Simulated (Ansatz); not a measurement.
# CH₈N₃OTa: basis-set convergence

An exercise on one series of results from a longer session: the logs are not shown, and one member is left open.

Computed with Ansatz 0.2.0, Gaussian basis. Level: one geometry, several basis sets.

Levels to be run: PBE0-D4/def2-SVP; ωB97M-V/def2-SVP; PBE0-D4/def2-QZVPP; ωB97M-V/def2-QZVPP; the functionals' def2-TZVPP values are taken from earlier runs.

### Structure used throughout

An earlier PBE0-D4 in a triple-zeta def2 set relaxation fixed the geometry. Ta takes the def2 core potential; no spin-orbit term is included.

SMILES `C[O][Ta](=[NH])([NH2])[NH2]`, 14 atoms, charge 0, spin multiplicity 1.

Atoms are counted from 1 here; the program's logs count them from 0.

Bond lengths: C1–O2 1.393 Å, C1–H7 1.095 Å, C1–H8 1.095 Å, C1–H9 1.095 Å, O2–Ta3 1.901 Å, Ta3–N4 1.773 Å, Ta3–N5 1.996 Å, Ta3–N6 1.996 Å, N4–H10 1.005 Å, N5–H11 1.007 Å, N5–H12 1.010 Å, N6–H13 1.010 Å, N6–H14 1.007 Å. Angles: O2–C1–H7 110.1°, O2–C1–H8 110.1°, O2–C1–H9 111.2°, H7–C1–H8 108.3°, H7–C1–H9 108.5°, H8–C1–H9 108.5°, C1–O2–Ta3 150.3°, O2–Ta3–N4 114.9°, O2–Ta3–N5 108.7°, O2–Ta3–N6 108.7°, N4–Ta3–N5 106.0°, N4–Ta3–N6 106.0°, N5–Ta3–N6 112.7°, Ta3–N4–H10 172.7°, Ta3–N5–H11 125.1°, Ta3–N5–H12 124.9°, H11–N5–H12 110.0°, Ta3–N6–H13 124.9° and more.

Set-up of the first run:

File in.yaml:

```yaml
crystal:
  periodic: [false, false, false]
  atoms:
    - {symbol: C, position_ang: [-0.498063, -0.444625, 2.464590]}
    - {symbol: O, position_ang: [-0.446413, -0.507795, 1.074402]}
    - {symbol: Ta, position_ang: [0.171564, 0.176253, -0.587820]}
    - {symbol: N, position_ang: [1.211274, 1.606660, -0.465630]}
    - {symbol: N, position_ang: [-1.406325, 0.735283, -1.674516]}
    - {symbol: N, position_ang: [1.269489, -1.226640, -1.487586]}
    - {symbol: H, position_ang: [-0.098234, -1.367409, 2.898016]}
    - {symbol: H, position_ang: [-1.534954, -0.328699, 2.797236]}
    - {symbol: H, position_ang: [0.085669, 0.399698, 2.845367]}
    - {symbol: H, position_ang: [1.785281, 2.408493, -0.269797]}
    - {symbol: H, position_ang: [-1.513476, 1.632129, -2.120490]}
    - {symbol: H, position_ang: [-2.190557, 0.141076, -1.901481]}
    - {symbol: H, position_ang: [0.957576, -2.167139, -1.681996]}
    - {symbol: H, position_ang: [2.194370, -1.086484, -1.861295]}
basis:
  gaussian: {orbitals: def2-SVP}
hamiltonian: {xc: pbe0, dispersion: d4}
output: {orbitals: {seedname: orbitals}}
```

The run is started by

```console
> ansatz run in.yaml --threads 4 --pin off --events-out ev --progress --plain --max-ram 11315MiB
```

Among the steps run: PBE0-D4 in def2-SVP; ωB97M-V in def2-SVP; PBE0-D4 in def2-QZVPP; ωB97M-V in def2-QZVPP.

One table of the session follows, with a row left open; its other results are not shown here.

It belongs to the step «Functionals by basis». 

```
functional       basis  HOMO (eV)  LUMO (eV)
   PBE0-D4    def2-SVP      -6.70       0.48
   PBE0-D4  def2-TZVPP      -6.86       0.25
   PBE0-D4  def2-QZVPP      -6.93      -0.09
   ωB97M-V    def2-SVP      -9.01       1.79
   ωB97M-V  def2-TZVPP          ?          ?
   ωB97M-V  def2-QZVPP      -9.24       0.80
```

Estimate the missing values for ωB97M-V, def2-TZVPP.

As computed: HOMO (eV): -9.17; LUMO (eV): 1.46. In the column «HOMO (eV)» it lies between ωB97M-V, def2-QZVPP (-9.24) and ωB97M-V, def2-SVP (-9.01).
